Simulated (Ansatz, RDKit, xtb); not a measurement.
# C3H9BS: which of the isomers drawn lies lowest?, part 2 of 2

Which of a sample of isomers of C3H9BS is the most stable in the gas at 298.15 K, and what are its properties? The sample is small against all isomers, and the most stable one of this formula need not be in it.

xtb, Ansatz and PySCF; isolated molecules.

**10. c693b at MP2/def2-TZVPP**

input.yaml reads:

```yaml
crystal:
  periodic: [false, false, false]
  atoms:
    - symbol: C
      position_ang: [-3.080725, 0.679984, 0.602847]
    - symbol: C
      position_ang: [-0.276666, -0.726670, 0.816445]
    - symbol: C
      position_ang: [1.013436, 1.069761, -0.832707]
    - symbol: B
      position_ang: [-0.283864, 0.557692, -0.099789]
    - symbol: S
      position_ang: [-1.776352, 1.525158, -0.363509]
    - symbol: H
      position_ang: [-3.237013, -0.345147, 0.239511]
    - symbol: H
      position_ang: [-2.824132, 0.653331, 1.670811]
    - symbol: H
      position_ang: [-4.009162, 1.251575, 0.471991]
    - symbol: H
      position_ang: [0.708480, -1.216457, 0.859853]
    - symbol: H
      position_ang: [-1.012186, -1.472441, 0.466725]
    - symbol: H
      position_ang: [-0.574722, -0.474884, 1.849943]
    - symbol: H
      position_ang: [1.804090, 1.264032, -0.084812]
    - symbol: H
      position_ang: [1.409830, 0.267479, -1.481886]
    - symbol: H
      position_ang: [0.884249, 1.976377, -1.442776]
basis:
  gaussian:
    orbitals: def2-TZVPP
correlation:
  method: mp2
  frozen_orbitals: {H: 0, B: 1, S: 5, C: 1}
```

Command:

```
ansatz run input.yaml --threads 2 --pin off --max-ram 4350MiB --events-out events.jsonl --progress --plain --runs-dir runs
```

What it wrote:

```text
Warning: RAYON_NUM_THREADS=2 ignored (pool sized by the plan → 2); use --threads N
Functional definition: HF
  name "HF"
  exchange = exact_x
  correlation = 0
1680 factors; integrals over basis functions are off by at most 1.2e-3 eV
mean field evaluation 1: about -14721.7995 eV, gradient 3.7e1 eV
mean field evaluation 2: about -14722.0158 eV, gradient 3.7e1 eV
mean field evaluation 4: about -14725.8695 eV, gradient 3.7e0 eV
mean field evaluation 8: about -14725.9304 eV, gradient 2.3e-1 eV
mean field -14725.93071281 eV, -541.1679721016 hartree, gradient 1.5e-6 eV, S^2 0.000000; 0 other end points of the search recorded, 0 dependent functions left out
9 core orbitals not correlated: weight in the atoms' cores, before any rotation towards them, 1.000 or more for the frozen orbitals, at most 0.000 for the correlated occupied ones
reference -14725.93071281 eV, -541.1679721016 hartree; 15, 15 occupied and 268, 268 virtual orbitals, 1680 factors
second order -22.13055219 eV of doubles, -0.00000000 eV of singles
Total energy: -14748.06126500 eV, -541.9812548939 hartree
```

Run time: 9.6 s. Hardware: 2 threads of Intel Xeon at 2.70GHz, shared host; peak memory 0.8 GiB.

**11. c774d at CCSD(T)/def2-SVP**

input.yaml reads:

```yaml
crystal:
  periodic: [false, false, false]
  atoms:
    - {symbol: C, position_ang: [-4.658314, -0.632245, -0.125980]}
    - {symbol: C, position_ang: [-3.958188, 0.204837, 0.948295]}
    - {symbol: C, position_ang: [0.070902, -1.439803, 1.203688]}
    - {symbol: B, position_ang: [-2.466065, -0.130675, 1.304114]}
    - {symbol: S, position_ang: [-1.611508, -1.456055, 0.474576]}
    - {symbol: H, position_ang: [-4.131705, -0.564954, -1.091798]}
    - {symbol: H, position_ang: [-4.683951, -1.698569, 0.151610]}
    - {symbol: H, position_ang: [-5.697896, -0.307258, -0.291100]}
    - {symbol: H, position_ang: [-3.980395, 1.280488, 0.679755]}
    - {symbol: H, position_ang: [-4.524415, 0.169131, 1.900816]}
    - {symbol: H, position_ang: [-1.869099, 0.495882, 2.147966]}
    - {symbol: H, position_ang: [0.016736, -1.329401, 2.294221]}
    - {symbol: H, position_ang: [0.551487, -2.395782, 0.956053]}
    - {symbol: H, position_ang: [0.662298, -0.618538, 0.776726]}
basis:
  gaussian: {orbitals: def2-SVP}
correlation: {method: ccsd_t, frozen_orbitals: {H: 0, B: 1, S: 5, C: 1}}
```

Command:

```
ansatz run input.yaml --threads 2 --pin off --max-ram 4350MiB --events-out events.jsonl --progress --plain --runs-dir runs
```

What it wrote, cut to the lines that bear on the results:

```text
Warning: RAYON_NUM_THREADS=2 ignored (pool sized by the plan → 2); use --threads N
[... 2 set-up lines as earlier in the session ...]
[...]
1212 factors; integrals over basis functions are off by at most 1.2e-3 eV
[...]
mean field -14717.47582088 eV, -540.8572605539 hartree, gradient 6.0e-6 eV, S^2 0.000000; 0 other end points of the search recorded, 0 dependent functions left out
9 core orbitals not correlated: weight in the atoms' cores, before any rotation towards them, 1.000 or more for the frozen orbitals, at most 0.000 for the correlated occupied ones
reference -14717.47582088 eV, -540.8572605539 hartree; 15, 15 occupied and 95, 95 virtual orbitals, 1212 factors
second order -17.75420109 eV of doubles, -0.00000000 eV of singles
cycle   1  -19.04603565 eV  change    -1.3e0 eV  update   9.5e-2
[...]
cycle   9  -19.65793425 eV  change    1.4e-5 eV  update   1.5e-5
perturbative correction -0.60969900 eV, -0.0224060251 hartree
Total energy: -14737.74345413 eV, -541.6020823380 hartree
```

Wall time 15 s (2 threads of Intel Xeon at 2.70GHz, shared host); peak memory 0.67 GiB.

**12. The ranking**

Energies in kcal/mol from c693b; G adds the thermal terms to the CCSD(T)/def2-SVP + MP2/def2-TZVPP - MP2/def2-SVP energy. The columns left of the relaxed level are at the tight-binding geometries.

```tsv
label	SMILES	spin	GFN2-xTB	HF/STO-3G	r2SCAN-D4/def2-SVP	B3LYP-D3(BJ)/def2-SVP	HF/def2-SVP	MP2/def2-SVP	CCSD(T)/def2-SVP + MP2/def2-TZVPP - MP2/def2-SVP	G	share at equilibrium	T1
c693b	CSB(C)C	singlet	0.0	0.0	0.0	0.0	0.0	0.0	0.0	0.0	100.0 %	0.012
c774d	CCBSC	singlet	-1.4	9.4	13.6	12.2	11.2	11.8	12.0	12.2	< 0.1 %	0.012
c624a	BSC(C)C	singlet	-10.0	16.8	20.5	18.6	18.4	16.2	17.6	18.4	< 0.1 %	0.013
```

Lowest found: c693b, `CSB(C)C`, a singlet. Bond lengths: C2–B4 1.578 Å, C3–B4 1.576 Å, C1–S5 1.830 Å, B4–S5 1.798 Å, C1–H6 1.099 Å, C1–H7 1.099 Å, C1–H8 1.098 Å, C2–H9 1.101 Å, C2–H10 1.104 Å, C2–H11 1.105 Å, C3–H12 1.106 Å, C3–H13 1.106 Å, C3–H14 1.100 Å. Some angles: C2–B4–C3 122.1°, C2–B4–S5 121.8°, C3–B4–S5 116.1°, C1–S5–B4 105.4°, B4–C2–H9 112.9°, B4–C2–H10 111.3°, B4–C2–H11 110.9°, B4–C3–H12 109.3°, B4–C3–H13 109.4°, B4–C3–H14 115.4°.

```xyz
14

C    -3.0807    0.6800    0.6028
C    -0.2767   -0.7267    0.8164
C     1.0134    1.0698   -0.8327
B    -0.2839    0.5577   -0.0998
S    -1.7764    1.5252   -0.3635
H    -3.2370   -0.3451    0.2395
H    -2.8241    0.6533    1.6708
H    -4.0092    1.2516    0.4720
H     0.7085   -1.2165    0.8599
H    -1.0122   -1.4724    0.4667
H    -0.5747   -0.4749    1.8499
H     1.8041    1.2640   -0.0848
H     1.4098    0.2675   -1.4819
H     0.8842    1.9764   -1.4428
```

**13. Outcome**

What follows sums up all 2 parts.

```
                                 quantity                                                                     value
                   lowest structure found                                                          CSB(C)C, singlet
                            next finalist                                 CCBSC, singlet, 12.2 kcal/mol higher in G
share at equilibrium, among the finalists                                                                   100.0 %
                                   funnel  27 starts, 21 minima at GFN2-xTB, 15 screening runs, 3 relaxed, 3 ranked
                     CPU time of all runs                                                                   7.8 min
```

The lowest structure found is `CSB(C)C`. Among the finalists first place is clear (12.2 kcal/mol); structures outside the list aren't covered. HF/STO-3G, r2SCAN-D4/def2-SVP, B3LYP-D3(BJ)/def2-SVP, HF/def2-SVP and MP2/def2-SVP already put its bonding pattern lowest among the structures in one piece; GFN2-xTB favours the singlet BSC(C)C (c624b, not a finalist). The largest share of the time went into the final energies (30 %). 4 minima inside the window were never screened. Lowest found is not proven lowest: the search is finite, and each finalist counts with one conformer. Only 9 drawn patterns were tried, so whole families of isomers are missing, and the result ranks this sample alone.
